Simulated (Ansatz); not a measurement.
# Cl3GaH5NSi: up Jacob's ladder to CCSD(T)

The task here is to estimate one member of a computed series from the others.

Computed with Ansatz 0.2.0, Gaussian basis. Level: functionals in def2-TZVPP, the program's frozen cores in correlated methods.

The runs, in order: LDA (SPW92), PBE-D4, revPBE-D4, BLYP-D4, r2SCAN-D4, B97M-V, PBE0-D4, B3LYP-D4, r2SCANh-D4, r2SCAN0-D4, HSE06-D4, BHLYP-D4, CAM-B3LYP-D4, LC-ωPBE, ωB97X-V, ωB97M-V, B2PLYP, PBE-QIDH; CCSD(T)/def2-SVP; MP2/def2-TZVPP; MP2/def2-QZVPP; RPA on PBE.

### The geometry

All runs share one geometry, relaxed beforehand with PBE0-D4 in a triple-zeta def2 set.

SMILES `[SiH3][NH2+][Ga-]([Cl])([Cl])[Cl]`, 11 atoms, charge 0, spin multiplicity 1.

Atoms are counted from 1 here; the program's logs count them from 0.

Bond lengths: Si1–N2 1.804 Å, Si1–H7 1.483 Å, Si1–H8 1.475 Å, Si1–H9 1.475 Å, N2–Ga3 2.074 Å, N2–H10 1.018 Å, N2–H11 1.018 Å, Ga3–Cl4 2.155 Å, Ga3–Cl5 2.158 Å, Ga3–Cl6 2.155 Å. Angles: N2–Si1–H7 107.6°, N2–Si1–H8 106.4°, N2–Si1–H9 106.4°, H7–Si1–H8 111.3°, H7–Si1–H9 111.3°, H8–Si1–H9 113.4°, Si1–N2–Ga3 117.8°, Si1–N2–H10 111.7°, Si1–N2–H11 111.7°, Ga3–N2–H10 104.2°, Ga3–N2–H11 104.3°, H10–N2–H11 106.1°, N2–Ga3–Cl4 101.9°, N2–Ga3–Cl5 99.5°, N2–Ga3–Cl6 101.9°, Cl4–Ga3–Cl5 116.3°, Cl4–Ga3–Cl6 116.5°, Cl5–Ga3–Cl6 116.3°.

Coordinates:

```xyz
11
Cl3GaH5NSi
Si   -0.0396   -1.3023    1.0248
N     0.6770   -0.2128   -0.2221
Ga   -0.4424    1.4210   -0.8387
Cl   -2.2081    0.4766   -1.6354
Cl    0.9241    2.2650   -2.2797
Cl   -0.6838    2.5131    1.0036
H     0.9386   -2.3847    1.2904
H    -1.2854   -1.8374    0.4451
H    -0.2598   -0.4737    2.2246
H     1.5574    0.1911    0.0920
H     0.8872   -0.7128   -1.0839
```

Set-up of the first run:

The input, in.yaml:

```yaml
crystal:
  periodic: [false, false, false]
  atoms:
    - {symbol: Si, position_ang: [-0.039632, -1.302275, 1.024800]}
    - {symbol: N, position_ang: [0.677028, -0.212847, -0.222118]}
    - {symbol: Ga, position_ang: [-0.442419, 1.420998, -0.838663]}
    - {symbol: Cl, position_ang: [-2.208099, 0.476555, -1.635360]}
    - {symbol: Cl, position_ang: [0.924062, 2.264975, -2.279747]}
    - {symbol: Cl, position_ang: [-0.683758, 2.513109, 1.003590]}
    - {symbol: H, position_ang: [0.938583, -2.384683, 1.290448]}
    - {symbol: H, position_ang: [-1.285379, -1.837373, 0.445052]}
    - {symbol: H, position_ang: [-0.259795, -0.473686, 2.224578]}
    - {symbol: H, position_ang: [1.557394, 0.191100, 0.091960]}
    - {symbol: H, position_ang: [0.887216, -0.712772, -1.083939]}
basis:
  gaussian: {orbitals: def2-TZVPP}
hamiltonian: {xc: lda}
output: {orbitals: {seedname: orbitals}}
```

Launch:

```bash
ansatz run in.yaml --threads 4 --pin off --events-out ev --progress --plain --max-ram 11315MiB
```

Steps of the session up to this table: LDA; PBE-D4 (GGA); revPBE-D4 (GGA); BLYP-D4 (GGA); r2SCAN-D4 (meta-GGA); B97M-V (meta-GGA); PBE0-D4 (hybrid); B3LYP-D4 (hybrid); r2SCANh-D4 (hybrid); r2SCAN0-D4 (hybrid); HSE06-D4 (hybrid); BHLYP-D4 (hybrid); CAM-B3LYP-D4 (range-separated); LC-ωPBE (range-separated); ωB97X-V (range-separated); ωB97M-V (range-separated); B2PLYP (double hybrid); PBE-QIDH (double hybrid).

One of the session's tables, all rows but one given; the rest of the session is left out.

It belongs to the step «Orbital energies across the functionals». 

| functional | HOMO (eV) | gap (eV) |
| --- | --- | --- |
| LDA (SPW92) | -7.29 | 5.12 |
| PBE-D4 | -7.14 | 5.21 |
| revPBE-D4 | -7.09 | 5.27 |
| BLYP-D4 | -6.96 | 5.12 |
| r2SCAN-D4 | -7.53 | 5.99 |
| B97M-V | -7.61 | 5.83 |
| PBE0-D4 | -8.57 | 7.49 |
| B3LYP-D4 | -8.26 | 6.93 |
| r2SCANh-D4 | -8.04 | 6.80 |
| r2SCAN0-D4 | -8.82 | 7.99 |
| HSE06-D4 | -8.16 | 6.71 |
| BHLYP-D4 | -9.82 | 9.55 |
| CAM-B3LYP-D4 | -9.93 | 9.78 |
| LC-ωPBE | -11.40 | 12.48 |
| ωB97X-V | ? | ? |
| ωB97M-V | -10.84 | 11.40 |

Estimate the missing values for ωB97X-V.

The run gave: HOMO (eV): -11.01; gap (eV): 11.90. In the column «HOMO (eV)» it lies between LC-ωPBE (-11.40) and ωB97M-V (-10.84).
